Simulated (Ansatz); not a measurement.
# Si5S: the cost of one run

Method: DFT PBE, scalar-relativistic, plane waves, PAW, in Ansatz 0.2.0.

**1. The system as given**

Symmetry: P-6m2, No. 187, hexagonal system. The conventional cell has a = 3.056 Å, b = 3.056 Å, c = 15.441 Å, α = 90.00°, β = 90.00°, γ = 120.00°. Si (site symmetry 3m) is surrounded by 9 Si at 3.06 to 3.13 Å and 3 S at 3.10 Å. Si (site symmetry 3m) has 12 Si at 3.06 to 3.13 Å as nearest neighbours. Si (site symmetry -6m2) has 12 Si at 3.06 to 3.13 Å as nearest neighbours. S (site symmetry -6m2) is surrounded by 6 S at 3.06 Å and 6 Si at 3.10 Å.

As a file:

```xyz
6
Lattice="3.0557 0.0000 0.0000 -1.5279 2.6463 0.0000 0.0000 0.0000 15.4415" Properties=species:S:1:pos:R:3 pbc="T T T"
Si    1.5279    0.8821   12.8929
Si    0.0000    0.0000   10.3044
Si    1.5279    0.8821    7.7207
Si    0.0000    0.0000    5.1371
Si    1.5279    0.8821    2.5486
S     0.0000    0.0000    0.0000
```

The cell is invented: species swapped into a database cell of Mg5Cd (P-6m2, No. 187), with Si on the Mg sites and S on the Cd sites. The dimensions are guesses.

**2. A first look at the guess**

input.yaml reads:

```yaml
crystal:
  lattice:
    - [3.05573072, 0.0, 0.0]
    - [-1.52786536, 2.64634043, 0.0]
    - [0.0, 0.0, 15.44149545]
  atoms:
    - { symbol: Si, position: [0.66666667, 0.33333333, 0.834952] }
    - { symbol: Si, position: [0.0, 0.0, 0.66732103] }
    - { symbol: Si, position: [0.66666667, 0.33333333, 0.5] }
    - { symbol: Si, position: [0.0, 0.0, 0.33267897] }
    - { symbol: Si, position: [0.66666667, 0.33333333, 0.165048] }
    - { symbol: S, position: [0.0, 0.0, 0.0] }
basis:
  ecutwfc: 420
kpoints:
  mp_grid: { grid: [6, 6, 1] }
hamiltonian:
  xc: pbe
scf:
  occupations: { method: gaussian, width: 0.1 }
  lower_state_search: "off"
output:
  forces: true
  stress: true
  eigenvalues: true
```

Command:

```bash
> ansatz run input.yaml --threads 1 --pin off --max-ram 2560MiB --backend cpu --events-out ev --progress --plain --runs-dir out
```

Q: Estimate wall time and peak memory on 1 thread of Intel Xeon 6975P-C (Granite Rapids), shared host.

About 1.4 s, with a peak of 0.37 GiB.
